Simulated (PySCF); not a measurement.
# [ReO3Cl]−: other functionals and bases at one geometry

The task here is to estimate one member of a computed series from the others.

Method: several levels, as the steps say, no spin–orbit coupling; program: PySCF 2.14.0.

5 further runs of the same task are left out: 2 for a known fault of the program, 1 that didn't finish, 2 set aside as unsound or not needed. Runs told in other sessions of the task aren't counted.

**Where the work starts**

5 atoms, charge -1, spin multiplicity 2.

Bond lengths: Re1–O2 1.743 Å, Re1–O3 1.736 Å, Re1–O4 1.743 Å, Re1–Cl5 2.424 Å. Angles: O2–Re1–O3 107.8°, O2–Re1–O4 120.6°, O2–Re1–Cl5 94.8°, O3–Re1–O4 107.8°, O3–Re1–Cl5 132.2°, O4–Re1–Cl5 94.8°.

Geometry (Å):

```xyz
5

Re    0.0000    0.1666    0.0403
O     1.5139    0.0338    0.8931
O     0.0000    1.6822   -0.8065
O    -1.5139    0.0338    0.8931
Cl    0.0000   -2.1318   -0.7314
```

Formal oxidation states: Re +6. An earlier session relaxed this geometry at r2SCAN, Re def2-SVP with ECP60, O def2-SVP, Cl def2-SVP (doublet, point group Cs).

At r2SCAN on the finer grid: E = -763.972457 Eh, HOMO 0.35 eV, LUMO 1.89 eV (over both spins), ⟨S²⟩ = 0.754, Mulliken charge on Re1 +0.82 e, largest force component 0.014 eV/Å. The highest filled level lies above zero; it isn't the detachment energy.

Levels to run: revPBE; TPSS; BP86; CAM-B3LYP; r2SCAN, TZVP; r2SCAN, x2c-SVP. Hardware: 2 threads of Arm Neoverse V2, shared host.

The first run:

File run.py (the lines that set the calculation):

```python
mol = gto.M(atom='''
Re     0.00000     0.16658     0.04029
O      1.51389     0.03385     0.89312
O      0.00000     1.68216    -0.80649
O     -1.51389     0.03385     0.89312
Cl     0.00000    -2.13181    -0.73144''',
    basis={'Re': 'def2-SVP', 'O': 'def2-SVP', 'Cl': 'def2-SVP'},
    ecp={'Re': 'def2-SVP'},
    charge=-1, spin=1)
mf = dft.UKS(mol, xc='PBE_R,PBE')
mf.grids.atom_grid = (75, 302)
mf = mf.density_fit()  # fitting sets: Re def2-universal-JKFIT, O def2-universal-JKFIT, Cl def2-universal-JKFIT
mf.conv_tol = 1e-08; mf.max_cycle = 55
mf.kernel(dm0)  # dm0: the density of the relaxed state
```

Launch:

```bash
$ OMP_NUM_THREADS=2 python run.py
```

Among the steps run: revPBE; TPSS; BP86; CAM-B3LYP; r2SCAN, TZVP; r2SCAN, x2c-SVP.

One table of the session follows, with a row left open; its other results are not shown here.

| level | gap (eV) | charge on Re1 (e) | dipole (D) | largest force component (eV/Å) |
| --- | --- | --- | --- | --- |
| r2SCAN (relaxed here) | 1.53 | 0.82 | 0.69 | 0.01 |
| revPBE | 0.97 | 0.65 | 0.60 | 0.64 |
| TPSS | 1.11 | 0.74 | 0.65 | 0.52 |
| BP86 | 0.89 | 0.62 | 0.56 | 0.57 |
| CAM-B3LYP | 5.63 | 0.80 | 0.72 | 0.66 |
| r2SCAN, TZVP | 1.54 | 1.24 | 0.76 | 0.17 |
| r2SCAN, x2c-SVP | ? | ? | ? | ? |

Estimate the missing values for r2SCAN, x2c-SVP.

The run gave: gap (eV): 1.46; charge on Re1 (e): 0.63; dipole (D): 0.60; largest force component (eV/Å): 0.87. In the column «gap (eV)» it lies between TPSS (1.11) and r2SCAN (relaxed here) (1.53).

The dipole of a charged species depends on the origin, so these sizes hold for this origin alone.

In one basis the HOMO–LUMO gap runs from 0.89 eV (BP86) to 5.63 eV (CAM-B3LYP). The largest leftover force, 0.87 eV/Å with r2SCAN, x2c-SVP, stands at a geometry relaxed at another level. Total energies of different levels can't be compared.
